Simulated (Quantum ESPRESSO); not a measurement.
Cu:

```
CELL_PARAMETERS angstrom
-1.47500 1.47500 1.47500
1.47500 -1.47500 1.47500
1.47500 1.47500 -1.47500
ATOMIC_POSITIONS crystal
Cu 0.00000 0.00000 0.00000
```

The cell was built by a generator and needn't be a form met in nature.

Base run:

```yaml
Program: Quantum ESPRESSO 7.5
Functional: LDA
Potentials_or_basis: GBRV 1.5 LDA
Cutoff: 762 eV
Density_cutoff: 6095 eV
k_mesh: 18 × 18 × 18
Occupations: methfessel-paxton, width 0.1 eV
Spin: no spin polarisation
```

Its results: band gap on the k mesh none (metal or under the smearing width); pressure -20.1 GPa.

Q: The run is repeated on the same cell with these changes: functional from LDA to PBEsol; potentials or basis from GBRV 1.5 LDA to GBRV 1.5 PBEsol. What comes out?

A: Band gap on the k mesh none (metal or under the smearing width); pressure -15.1 GPa.

Caveats: so large a pressure means that the cell lies far from this level's equilibrium, or that cutoff or potentials fall short.

Not every run made on this cell is shown here.
